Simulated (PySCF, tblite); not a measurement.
**C₃H₉ClSi, a small molecule taken as a stand-in for a surface group (carbon-backed Si): NMR shifts, core binding energies and electronic excitations**

Aim: the NMR shifts, core binding energies and electronic excitations of `C[Si](C)(C)Cl`.

Computed with tblite 0.8.0 and PySCF 2.14.0; each step states its level. No surroundings beyond the atoms listed, unless a continuum is named. Atoms count from 0, parts from 1.

## 1. The system as given

14 atoms, charge 0, multiplicity 1; geometry: distance geometry start.

## 2. Geometry optimisation with GFN2-xTB

Job settings and geometry (Å):

```
{"job": {"kind": "relax", "xc": "GFN2-xTB", "basis": "xTB"}, "charge": 0, "multiplicity": 1}
C      0.248869     1.296648    -0.399765
Si     0.452476    -0.011612    -1.687884
C     -1.163351    -0.767197    -2.055074
C      1.632126    -1.303762    -1.060943
Cl     1.280435     0.870714    -3.457181
H      0.680146     2.172938    -0.738484
H      0.712224     0.969091     0.493391
H     -0.773053     1.454825    -0.223637
H     -1.511171    -1.279143    -1.238849
H     -1.041057    -1.437291    -2.860185
H     -1.832666    -0.035311    -2.328879
H      1.731107    -1.192136    -0.031621
H      2.563565    -1.161958    -1.513862
H      1.253636    -2.251426    -1.264550
```

With the program's defaults for keys left out, this is: GFN2-xTB geometry optimisation, gas phase.

Run with:

```bash
$ OMP_NUM_THREADS=1 python cluster_run.py task.json out
```

One launch serves the whole session: the jobs run in the order shown.

**Question.** The jobs that follow are: PBE0-D3(BJ)/def2-SVP geometry optimisation, gas phase; GIAO PBE0/pcSseg-2 NMR shielding, non-relativistic, gas phase; delta-SCF UKS SCAN, pcX-2 on the ionised atom, pcseg-1 elsewhere, spin-free X2C; TDDFT CAM-B3LYP/def2-SVPD, vertical, gas phase, core orbitals frozen in the response. Predict: point group; rotational constants (main isotopes); ¹³C shifts against TMS (PBE0/pcSseg-2, means over atoms taken as alike); ¹H shifts against TMS (PBE0/pcSseg-2, means over atoms taken as alike); ²⁹Si shifts against TMS (PBE0/pcSseg-2); ³⁵Cl shifts against HCl (PBE0/pcSseg-2); C1s binding energies, SCAN/pcX-2; Si2p binding energies, SCAN/pcX-2; Cl2p binding energies, SCAN/pcX-2; lowest singlet (CAM-B3LYP/def2-SVPD); brightest single state of those computed; lowest triplet; vertical ionisation energy (ΔSCF).

The runs gave:

| quantity | value |
| --- | --- |
| point group | C3v |
| rotational constants (main isotopes) | 3.12, 2.17, 2.16 GHz |
| ¹³C shifts against TMS (PBE0/pcSseg-2, means over atoms taken as alike) | 3.8 ppm |
| ¹H shifts against TMS (PBE0/pcSseg-2, means over atoms taken as alike) | 0.44, 0.11 ppm |
| ²⁹Si shifts against TMS (PBE0/pcSseg-2) | 35.8 ppm |
| ³⁵Cl shifts against HCl (PBE0/pcSseg-2) | 21 ppm |
| C1s binding energies, SCAN/pcX-2 | C0 290.29 eV |
| Si2p binding energies, SCAN/pcX-2 | Si1 107.22 eV |
| Cl2p binding energies, SCAN/pcX-2 | Cl4 205.87 eV |
| lowest singlet (CAM-B3LYP/def2-SVPD) | 7.99 eV (155 nm), f = 0.108 |
| brightest single state of those computed | state 2, 7.99 eV, f = 0.110 |
| lowest triplet | 7.73 eV |
| vertical ionisation energy (ΔSCF) | 10.59 eV |

What this shows: Relaxing lowered the energy by 0.228 eV in 9 steps; the close pair that moved most is C3–H12, from 1.035 to 1.101 Å (PBE0/def2-SVP). No frequency check was run at this level, so the end point may be a saddle. At PBE0/pcSseg-2: The largest span, 138 ppm, is at Cl4, where the paramagnetic term is -230 ppm. The lowest singlet, at 7.99 eV, is HOMO→LUMO 0.86 and is bright; of the 6 states computed, the strongest absorption comes from states 1 to 2 together at 7.99 eV. The lowest triplet lies 0.26 eV below the lowest singlet (triplets in Tamm-Dancoff, singlets in full TDDFT). ΔSCF puts the ionisation energy at 10.59 eV, 0.83 eV above −ε(HOMO). A capped cluster stands for the solid here, so long-range fields and strain are missing, and bands or shifts of the capping hydrogens have no counterpart in it.
